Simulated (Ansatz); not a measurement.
# AlH6NSSi: basis-set convergence

One table from this session's results is given with a row withheld; the runs are named, their logs left out.

The runs use Ansatz 0.2.0, Gaussian basis; one geometry, several basis sets.

The runs, in order: PBE0-D4/def2-SVP; ωB97M-V/def2-SVP; PBE0-D4/def2-QZVPP; ωB97M-V/def2-QZVPP; the functionals' def2-TZVPP values are taken from earlier runs.

## Structure used throughout

An earlier PBE0-D4 in a triple-zeta def2 set relaxation fixed the geometry.

SMILES `[NH2][AlH][SiH2]S`, 10 atoms, charge 0, spin multiplicity 1.

Atoms are counted from 1 here; the program's logs count them from 0.

Bond lengths: N1–Al2 1.766 Å, N1–H5 1.007 Å, N1–H6 1.008 Å, Al2–Si3 2.448 Å, Al2–H7 1.587 Å, Si3–S4 2.162 Å, Si3–H8 1.493 Å, Si3–H9 1.490 Å, S4–H10 1.344 Å. Angles: Al2–N1–H5 124.9°, Al2–N1–H6 124.9°, H5–N1–H6 110.2°, N1–Al2–Si3 119.8°, N1–Al2–H7 118.1°, Si3–Al2–H7 122.0°, Al2–Si3–S4 107.2°, Al2–Si3–H8 115.2°, Al2–Si3–H9 113.7°, S4–Si3–H8 110.4°, S4–Si3–H9 103.1°, H8–Si3–H9 106.5°, Si3–S4–H10 95.3°.

The first run:

Contents of in.yaml:

```yaml
crystal:
  periodic: [false, false, false]
  atoms:
    - {symbol: N, position_ang: [-0.879237, 1.939558, 0.916089]}
    - {symbol: Al, position_ang: [0.207837, 0.989758, -0.101133]}
    - {symbol: Si, position_ang: [0.355058, -1.433837, 0.208565]}
    - {symbol: S, position_ang: [0.084153, -2.342831, -1.733807]}
    - {symbol: H, position_ang: [-1.449472, 1.565500, 1.657277]}
    - {symbol: H, position_ang: [-1.032791, 2.931465, 0.826376]}
    - {symbol: H, position_ang: [1.014314, 1.742797, -1.242005]}
    - {symbol: H, position_ang: [1.618100, -1.919009, 0.839367]}
    - {symbol: H, position_ang: [-0.764249, -2.005268, 1.008417]}
    - {symbol: H, position_ang: [0.929386, -1.519332, -2.376147]}
basis:
  gaussian: {orbitals: def2-SVP}
hamiltonian: {xc: pbe0, dispersion: d4}
output: {orbitals: {seedname: orbitals}}
```

Started as:

```bash
$ ansatz run in.yaml --threads 2 --pin off --events-out ev --progress --plain --max-ram 4352MiB
```

Among the steps run: PBE0-D4 in def2-SVP; ωB97M-V in def2-SVP; PBE0-D4 in def2-QZVPP; ωB97M-V in def2-QZVPP.

One of the session's tables, all rows but one given; the rest of the session is left out.

It belongs to the step «Functionals by basis». 

```
functional       basis  HOMO (eV)
   PBE0-D4    def2-SVP          ?
   PBE0-D4  def2-TZVPP      -6.92
   PBE0-D4  def2-QZVPP      -6.95
   ωB97M-V    def2-SVP      -8.82
   ωB97M-V  def2-TZVPP      -8.97
   ωB97M-V  def2-QZVPP      -9.00
```

**Question.** Estimate the row for PBE0-D4, def2-SVP.

As computed: HOMO (eV): -6.80. In the column «HOMO (eV)» it is the highest.
